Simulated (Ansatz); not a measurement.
# BAsH₂ (singlet): relaxing a cheap start

Where does this start of BAsH₂ (singlet) end when it is relaxed?

The runs use Ansatz 0.2.0, Gaussian basis; RKS PBE0/def2-TZVP.

### Step 1. The starting structure

4 atoms, charge 0, spin multiplicity 1.

Atoms are counted from 1 here; the program's logs count them from 0.

Bond lengths: B1–As2 1.811 Å, As2–H3 1.480 Å, As2–H4 1.500 Å. Angles: B1–As2–H3 94.5°, B1–As2–H4 168.8°, H3–As2–H4 96.7°.

Coordinates:

```
B    -1.4933    0.5906   -0.0038
As    0.1847   -0.0896    0.0005
H     0.8463    1.2341   -0.0016
H     1.4393   -0.9117    0.0045
```

The start was built by rule and, where that kept it together, relaxed with GFN2-xTB. Sticks and bond lists go by distance. No spin-orbit coupling is included. 

### Step 2. The run

The input, in.yaml:

```yaml
crystal:
  periodic: [false, false, false]
  atoms:
    - {symbol: B, position_ang: [-1.493349, 0.590562, -0.003818]}
    - {symbol: As, position_ang: [0.184737, -0.089555, 0.000512]}
    - {symbol: H, position_ang: [0.846313, 1.234111, -0.001633]}
    - {symbol: H, position_ang: [1.439309, -0.911664, 0.004509]}
basis:
  gaussian: {orbitals: def2-TZVP}
hamiltonian: {xc: pbe0}
relax: {f_tol: 0.004, max_steps: 80}
```

Launch:

```console
$ ansatz run in.yaml --threads 1 --pin off --events-out ev --progress --plain --max-ram 2176MiB
```

**Question.** What will these runs give? Wanted: energy gained; shift from the start; total energy; dipole moment.

As calculated:

| quantity | value |
| --- | --- |
| steps | 8 |
| energy gained | 0.378 eV |
| shift from the start (rms) | 0.356 Å |
| total energy | -61537.2726 eV |
| dipole moment | 2.49 D |

In words: The bonds of the start are those of the end. B1–As2 went from 1.811 to 2.007 Å. No vibrations were run, so this is a stationary point, not a proven minimum, and this spin need not be the ground state's.
